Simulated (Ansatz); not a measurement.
# GaH3O3: how energies converge with the basis set

The task here is to estimate one member of a computed series from the others.

Computed with Ansatz 0.2.0, Gaussian basis. Level: one geometry, several basis sets.

Plan: PBE0-D4/def2-SVP; ωB97M-V/def2-SVP; PBE0-D4/def2-QZVPP; ωB97M-V/def2-QZVPP; the functionals' def2-TZVPP values are taken from earlier runs.

## The geometry

The geometry comes from an earlier relaxation with PBE0-D4 in a triple-zeta def2 set; it is a stationary point, not always the lowest conformer.

7 atoms, charge 0, spin multiplicity 1.

Atoms are counted from 1 here; the program's logs count them from 0.

Bond lengths: O1–Ga2 1.774 Å, O1–H5 0.960 Å, Ga2–O3 1.774 Å, Ga2–O4 1.774 Å, O3–H6 0.960 Å, O4–H7 0.960 Å. Angles: Ga2–O1–H5 113.2°, O1–Ga2–O3 120.0°, O1–Ga2–O4 120.0°, O3–Ga2–O4 120.0°, Ga2–O3–H6 113.2°, Ga2–O4–H7 113.2°.

Set-up of the first run:

The input, in.yaml:

```yaml
crystal:
  periodic: [false, false, false]
  atoms:
    - {symbol: O, position_ang: [-1.282245, 0.423372, -1.150545]}
    - {symbol: Ga, position_ang: [0.000012, -0.000557, -0.000096]}
    - {symbol: O, position_ang: [-0.419749, -0.539610, 1.637166]}
    - {symbol: O, position_ang: [1.702124, 0.116265, -0.486562]}
    - {symbol: H, position_ang: [-2.164880, 0.325510, -0.786198]}
    - {symbol: H, position_ang: [0.347634, -0.742672, 2.176854]}
    - {symbol: H, position_ang: [1.817103, 0.417681, -1.390619]}
basis:
  gaussian: {orbitals: def2-SVP}
hamiltonian: {xc: pbe0, dispersion: d4}
output: {orbitals: {seedname: orbitals}}
```

The run is started by

```console
> ansatz run in.yaml --threads 2 --pin off --events-out ev --progress --plain --max-ram 32768MiB --backend cpu
```

Steps of the session up to this table: PBE0-D4 in def2-SVP; ωB97M-V in def2-SVP; PBE0-D4 in def2-QZVPP; ωB97M-V in def2-QZVPP.

One table of the session follows, with a row left open; its other results are not shown here.

It belongs to the step «Functionals by basis». 

```
functional       basis  HOMO (eV)
   PBE0-D4    def2-SVP      -8.64
   PBE0-D4  def2-TZVPP          ?
   PBE0-D4  def2-QZVPP      -9.03
   ωB97M-V    def2-SVP     -11.11
   ωB97M-V  def2-TZVPP     -11.45
   ωB97M-V  def2-QZVPP     -11.54
```

Q: Estimate the row for PBE0-D4, def2-TZVPP from the others.

**Answer.** HOMO (eV): -8.96. In the column «HOMO (eV)» it lies between PBE0-D4, def2-QZVPP (-9.03) and PBE0-D4, def2-SVP (-8.64).
